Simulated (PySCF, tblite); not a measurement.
**C4H6N2Si: geometry, infrared bands and NMR shifts**

What infrared bands and NMR shifts should C4H6N2Si (`[SiH3]c1cccnn1`) show?

Computed with tblite 0.8.0 and PySCF 2.14.0, with density-fitted response routines of our own, on a single molecule in the gas phase. Atoms count from 0, in the outputs and in this text.

### Step 1. The molecule as given

13 atoms, charge 0, multiplicity 1; geometry from: force field or distance geometry start.

Bonds of the start (Å): Si0–C1 1.86, C1–C2 1.38, C2–C3 1.40, C3–C4 1.40, C4–N5 1.34, N5–N6 1.35, N6–C1 1.37, Si0–H7 1.47, Si0–H8 1.47, Si0–H9 1.45, C2–H10 1.09, C3–H11 1.06, C4–H12 1.08.

### Step 2. Relaxing the molecule with GFN2-xTB

The job: settings as JSON, then the geometry in Å.

```
{"job": {"kind": "relax", "xc": "GFN2-xTB", "basis": "xTB"}, "charge": 0, "multiplicity": 1}
Si     2.322200     0.131900     0.230900
C      0.487600    -0.176100     0.133700
C     -0.372500     0.760300    -0.399400
C     -1.751100     0.512800    -0.467800
C     -2.152600    -0.716500     0.057500
N     -1.302200    -1.614700     0.570200
N      0.018100    -1.362800     0.623500
H      2.968000    -0.943300    -0.535600
H      2.705500    -0.027800     1.641900
H      2.676700     1.456400    -0.246400
H      0.029100     1.699500    -0.782100
H     -2.422000     1.229200    -0.877300
H     -3.211300    -0.948500     0.033000
```

Command:

```
$ OMP_NUM_THREADS=1 python probes_run.py task.json out
```

This one command runs all jobs of the session in turn.

**Question.** This job is followed by: GFN2-xTB harmonic vibrations, gas phase; GIAO PBE0/pcSseg-1 NMR shielding, non-relativistic, gas phase. Predict these results of the whole session: strongest single infrared mode (GFN2-xTB); zero-point energy (GFN2-xTB); ¹³C shifts against TMS (PBE0/pcSseg-1); ¹H shifts against TMS (PBE0/pcSseg-1, means over atoms taken as alike); ²⁹Si shifts against TMS (PBE0/pcSseg-1); ¹⁵N shifts against NH3 (PBE0/pcSseg-1); surface potential, 1st and 99th percentile.

The runs gave:

```
                                                              quantity                           value
                             strongest single infrared mode (GFN2-xTB)            787 cm⁻¹, 446 km/mol
                                          zero-point energy (GFN2-xTB)                   54.5 kcal/mol
                                ¹³C shifts against TMS (PBE0/pcSseg-1)  167.7, 153.6, 137.0, 128.1 ppm
¹H shifts against TMS (PBE0/pcSseg-1, means over atoms taken as alike)      9.50, 7.79, 7.34, 4.69 ppm
                               ²⁹Si shifts against TMS (PBE0/pcSseg-1)                       -72.4 ppm
                                ¹⁵N shifts against NH3 (PBE0/pcSseg-1)                497.5, 471.8 ppm
                                 surface potential, 1st and 99th percentile              -1.93 V and 1.36 V
```

The optimisation took 32 steps and gained 0.210 eV; among the close pairs (by a distance rule), N5–N6 changed most, from 1.345 to 1.299 Å. The lowest mode is imaginary (39i cm⁻¹), so the xTB geometry is not a minimum. The strongest single mode, at 787 cm⁻¹, moves mainly H9, H7 and H8. GFN2-xTB is a fitted tight-binding method: band positions and strengths are rough. Its intensities can rank the bands wrongly. At PBE0/pcSseg-1: The largest span, 961 ppm, is at N6, where the paramagnetic term is -554 ppm. NICS(1)zz of -28 ppm above the planar ring from C1 marks a diatropic (aromatic) ring current. At PBE0/pcSseg-1, counted by nearest atom on the grid, the HOMO lies on N5, N6 about 39 % each; C1, C4 about 7 % each, the LUMO on N6 26 %; C3 22 %.
